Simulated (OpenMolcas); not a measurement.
# Co³⁺ with 4 ligands (hydroxide): CASSCF and CASPT2 levels and susceptibility

Aim: the ligand-field states of Co³⁺ in this surrounding, its lowest levels with spin-orbit coupling and its magnetic susceptibility.

The numbers are computed with OpenMolcas 26.06 (state-averaged CASSCF and CASPT2, spin-orbit coupling by RASSI with atomic mean-field integrals), except any that are marked as measured or tabulated.

### 1 The system

| Item | Value |
| --- | --- |
| Species | Co³⁺ (cobalt, Z = 27, 24 electrons) |
| Basis | ANO-RCC-VDZP [5s4p2d1f], 110 functions with the ligands |
| Scalar Hamiltonian | DKH2, point nucleus |
| Inactive shells | 1s 2s 2p 3s 3p of the metal, and all ligand shells |
| Active space | 6 electrons in 5 orbitals (3d) |
| Some configurations of this space | 3d⁶ |
| Orbitals | optimised for each spin and parity, averaged over all roots |

Outer shells as boxes (Hund's rule):

3d6
```
3d [↑↓][↑ ][↑ ][↑ ][↑ ]
```

Co³⁺ is taken with 4 ligands (hydroxide) in tetrahedron coordination (S4) at 1.89 Å. A charge of +0.25 e stands 2.8 Å behind each ligand. Ligand basis ANO-RCC-VDZP. The distances are assumed, not relaxed.

```xyz
9

Co    0.0000    0.0000    0.0000
O     1.0912    1.0912    1.0912
H     0.7062    1.9495    1.3279
O     1.0912   -1.0912   -1.0912
H     1.9495   -0.7062   -1.3279
O    -1.0912    1.0912   -1.0912
H    -1.9495    0.7062   -1.3279
O    -1.0912   -1.0912    1.0912
H    -0.7062   -1.9495    1.3279
```

Each step is its own input file, run in one work folder so that later steps find the files of earlier ones. Labels, J, g values, rates, χT and fits are worked out afterwards by a script from the matrices that RASSI stores.

### 2 One- and two-electron integrals

Contents of a.inp:

```
&GATEWAY
Coord
9

Co 0.0 0.0 0.0
O 1.091192 1.091192 1.091192
H 0.706240 1.949501 1.327871
O 1.091192 -1.091192 -1.091192
H 1.949501 -0.706240 -1.327871
O -1.091192 1.091192 -1.091192
H -1.949501 0.706240 -1.327871
O -1.091192 -1.091192 1.091192
H -0.706240 -1.949501 1.327871
Basis=Co.ANO-RCC-VDZP,H.ANO-RCC-VDZP,O.ANO-RCC-VDZP
Group=NoSym
NoMove
AngMom=0.0 0.0 0.0
AMFI
RICD
XField
4 Angstrom 0
3.054183 3.054183 3.054183 0.250000
3.054183 -3.054183 -3.054183 0.250000
-3.054183 3.054183 -3.054183 0.250000
-3.054183 -3.054183 3.054183 0.250000
&SEWARD
```

On the command line:

```bash
> OMP_NUM_THREADS=1 MOLCAS_MEM=2457 MOLCAS_PROJECT=a pymolcas a.inp > a.log
```

What it wrote:

```text
Basis set label: CO.ANO-RCC...5S4P2D1F.

      Electronic valence basis set:
      ------------------
      Associated Effective Charge  27.000000 au
      Associated Actual Charge     27.000000 au
      Nuclear Model: Point charge

      Shell  nPrim  nBasis  Cartesian Spherical Contaminant
         s      21       5        X
         p      15       4        X
         d      10       2                 X
         f       6       1                 X
                  Relativistic Douglas-Kroll-Hess integrals:
                    - DKH order of Hamiltonian: 2
                    - DKH order of Properties : 0
                  Atomic mean-field integrals
```

### 3 CASSCF: quintets, 5 roots

Contents of a.inp:

```
&RASSCF
FileOrb=start.orb
Symmetry=1
Spin=5
nActEl=6 0 0
Inactive=29
Ras2=5
CIRoot=5 5 1
SDav=5
CIMx=300
Iter=150 100
PrWF=0.3
OrbListing=Nothing
MaxOrb=0
LevShft=1.0
>>> COPY $Project.JobIph JOB001
```

start.orb holds start orbitals that the driver prepared beforehand, or those of the step before.

What it wrote, shortened:

```text
[...]
      Number of active orbitals                  5
[...]
      Spin quantum number                      2.0
[...]
      Active orbitals                            5
[...]
      Number of CSFs                             5
      Number of root(s) required                 5
[...]
      Convergence after 15 iterations
[...]
      Natural orbitals and occupation numbers for root  1
      sym 1:   1.000000   1.000000   1.000000   1.000000   2.000000
      Natural orbitals and occupation numbers for root  2
      sym 1:   1.000000   1.000000   2.000000   1.000000   1.000000
      Natural orbitals and occupation numbers for root  3
      sym 1:   1.000000   2.000000   1.000000   1.000000   1.000000
::    RASSCF root number  1 Total energy:  -1694.14415188
::    RASSCF root number  2 Total energy:  -1694.13418318
::    RASSCF root number  3 Total energy:  -1694.11444325
::    RASSCF root number  4 Total energy:  -1694.11444325
::    RASSCF root number  5 Total energy:  -1694.11093720
```

### 4 Reference wave functions, triplets, 45 roots

Contents of a.inp:

```
&RASSCF
FileOrb=start.orb
Symmetry=1
Spin=3
nActEl=6 0 0
Inactive=29
Ras2=5
CIRoot=45 45 1
SDav=45
CIMx=300
Iter=150 100
PrWF=0.3
OrbListing=Nothing
MaxOrb=0
LevShft=1.0
>>> COPY $Project.JobIph JOB002
```

On the command line:

```bash
> OMP_NUM_THREADS=1 MOLCAS_MEM=2457 MOLCAS_PROJECT=a pymolcas a.inp > a.log
```

What it wrote, shortened:

```text
[...]
      Number of active orbitals                  5
[...]
      Spin quantum number                      1.0
[...]
      Active orbitals                            5
[...]
      Number of CSFs                            45
      Number of root(s) required                45
[...]
      Convergence after 15 iterations
[...]
      Natural orbitals and occupation numbers for root  1
      sym 1:   0.210160   1.000264   1.974927   1.000264   1.814385
      Natural orbitals and occupation numbers for root  2
      sym 1:   0.963599   0.211202   1.864838   1.037495   1.922865
      Natural orbitals and occupation numbers for root  3
      sym 1:   0.963599   1.037495   1.922865   0.211202   1.864838
::    RASSCF root number  1 Total energy:  -1694.05571971
::    RASSCF root number  2 Total energy:  -1694.05087104
::    RASSCF root number  3 Total energy:  -1694.05087104
[...]
::    RASSCF root number 27 Total energy:  -1693.97777054
::    RASSCF root number 28 Total energy:  -1693.97170073
::    RASSCF root number 29 Total energy:  -1693.96772477
::    RASSCF root number 30 Total energy:  -1693.96772477
```

### 5 Reference wave functions, singlets, 50 roots

Contents of a.inp:

```
&RASSCF
FileOrb=start.orb
Symmetry=1
Spin=1
nActEl=6 0 0
Inactive=29
Ras2=5
CIRoot=50 50 1
SDav=50
CIMx=300
Iter=150 100
PrWF=0.3
OrbListing=Nothing
MaxOrb=0
LevShft=1.0
>>> COPY $Project.JobIph JOB003
```

What it wrote, shortened:

```text
[...]
      Number of active orbitals                  5
[...]
      Spin quantum number                      0.0
[...]
      Active orbitals                            5
[...]
      Number of CSFs                            50
      Number of root(s) required                50
[...]
      Convergence after 14 iterations
[...]
      Natural orbitals and occupation numbers for root  1
      sym 1:   1.746756   0.334065   1.913747   1.002716   1.002716
      Natural orbitals and occupation numbers for root  2
      sym 1:   1.798762   0.274020   1.915523   1.005847   1.005847
      Natural orbitals and occupation numbers for root  3
      sym 1:   1.638743   0.939363   1.909218   0.756338   0.756338
::    RASSCF root number  1 Total energy:  -1694.00267750
::    RASSCF root number  2 Total energy:  -1694.00185099
::    RASSCF root number  3 Total energy:  -1693.99965103
[...]
::    RASSCF root number 27 Total energy:  -1693.90708036
::    RASSCF root number 28 Total energy:  -1693.90272086
::    RASSCF root number 29 Total energy:  -1693.89685756
::    RASSCF root number 30 Total energy:  -1693.89685756
```

### 6 State interaction with spin-orbit coupling

Contents of a.inp:

```
&RASSI
NrOfJobIphs=3 5 45 50
1 2 3 4 5
1 2 3 4 5 6 7 8 9 10 11 12 13 14 15 16 17 18 19 20 21 22 23 24 25 26 27
28 29 30 31 32 33 34 35 36 37 38 39 40 41 42 43 44 45
1 2 3 4 5 6 7 8 9 10 11 12 13 14 15 16 17 18 19 20 21 22 23 24 25 26 27
28 29 30 31 32 33 34 35 36 37 38 39 40 41 42 43 44 45 46 47 48 49 50
IphNames
JOB001
JOB002
JOB003
EJob
SpinOrbit
DIPRint=1.0
SOCoupling=1000.0
Subsets=2
Property=9
'ANGMOM' 1 'ANGMOM' 2 'ANGMOM' 3 'MLTPL  1' 1 'MLTPL  1' 2 'MLTPL  1' 3
'AMFI' 1 'AMFI' 2 'AMFI' 3
SOProperty=3
'ANGMOM' 1 'ANGMOM' 2 'ANGMOM' 3
```

What it wrote, shortened:

```text
SPIN-FREE ENERGIES:
  (Shifted by EMIN (a.u.) =      -1694.1441518768)
 SF State       Relative EMIN(au)   Rel lowest level(eV)    D:o, cm**(-1)
     1             0.0000000000        0.0000000000              0.0000
     2             0.0099687008        0.2712621680           2187.8769
     3             0.0297086281        0.8084129530           6520.2902
     4             0.0297086281        0.8084129530           6520.2902
     5             0.0332146762        0.9038173825           7289.7788
     6             0.0884321703        2.4063619438          19408.6180
     7             0.0932808366        2.5383008745          20472.7772
     8             0.0932808366        2.5383008745          20472.7772
     9             0.1070558599        2.9131383526          23496.0454
    10             0.1070558599        2.9131383526          23496.0454
[...]
Eigenvalues of complex Hamiltonian:
   -----------------------------------
  (Shifted by EMIN (a.u.) =      -1694.1441518768)
 SO State       Relative EMIN(au)   Rel lowest level(eV)    D:o, cm**(-1)
     1            -0.0004472025        0.0000000000              0.0000
     2            -0.0004453883        0.0000493669              0.3982
     3            -0.0002854436        0.0044016821             35.5020
     4            -0.0002854436        0.0044016821             35.5020
     5            -0.0002317134        0.0058637573             47.2944
     6             0.0093701227        0.2671430268           2154.6538
     7             0.0094490029        0.2692894676           2171.9660
     8             0.0094490029        0.2692894676           2171.9660
     9             0.0096839858        0.2756836762           2223.5388
    10             0.0096885056        0.2758066666           2224.5308
    11             0.0281341733        0.7777388555           6272.8869
[...]
```

Time for these steps: 52 s (1 thread of Arm Neoverse V2, shared host).

States without spin-orbit coupling:

```csv
state,degeneracy,E (cm-1)
quintet,1,0
quintet,1,2188
quintet,2,6520
quintet,1,7290
triplet,1,19409
triplet,2,20473
triplet,2,23496
triplet,1,23560
triplet,1,24526
triplet,1,24906
triplet,1,26014
triplet,2,26760
triplet,1,27823
triplet,1,29402
triplet,2,29841
triplet,1,30831
triplet,2,31040
singlet,1,31050
triplet,1,31183
singlet,1,31231
singlet,1,31714
singlet,2,31734
triplet,1,31751
triplet,2,32507
```

With spin-orbit coupling:

| E (cm-1) | Degeneracy | 2S+1 | g |
| --- | --- | --- | --- |
| 0.0 | 1 | 5 |  |
| 0.4 | 1 | 5 |  |
| 35.5 | 2 | 5 | 0.00 0.00 4.28 |
| 47.3 | 1 | 5 |  |
| 2155 | 1 | 5 |  |
| 2172 | 2 | 5 | 0.00 0.00 3.99 |
| 2224 | 1 | 5 |  |
| 2225 | 1 | 5 |  |
| 6273 | 2 | 5 | 0.00 0.00 9.02 |
| 6353 | 1 | 5 |  |
| 6485 | 1 | 5 |  |
| 6562 | 2 | 5 | 0.00 0.00 0.79 |
| 6669 | 1 | 5 |  |
| 6724 | 1 | 5 |  |
| 6877 | 2 | 5 | 0.00 0.00 6.34 |
| 7439 | 1 | 5 |  |
| 7442 | 1 | 5 |  |
| 7459 | 2 | 5 | 0.00 0.00 3.44 |
| 7463 | 1 | 5 |  |
| 19415 | 1 | 3 |  |
| 19421 | 2 | 3 | 0.00 0.00 4.02 |
| 20373 | 1 | 3 |  |
| 20416 | 1 | 3 |  |
| 20499 | 2 | 3 | 0.00 0.00 2.28 |

The table of states holds 24 of 76 computed; the rest, higher up, is left out. Principal g values are given for doublets only; a zero marks a field direction without first-order Zeeman splitting.

Powder χT (cm³ K/mol): 2.36 at 2 K, 2.50 at 5 K, 2.69 at 10 K, 2.98 at 20 K, 3.20 at 50 K, 3.25 at 100 K, 3.26 at 150 K, 3.26 at 200 K, 3.27 at 250 K, 3.27 at 300 K.

The orbitals of the open shell are 89 to 97 % metal; the Mulliken charge of the metal is +1.63 e.

[end of part 1 of 2]
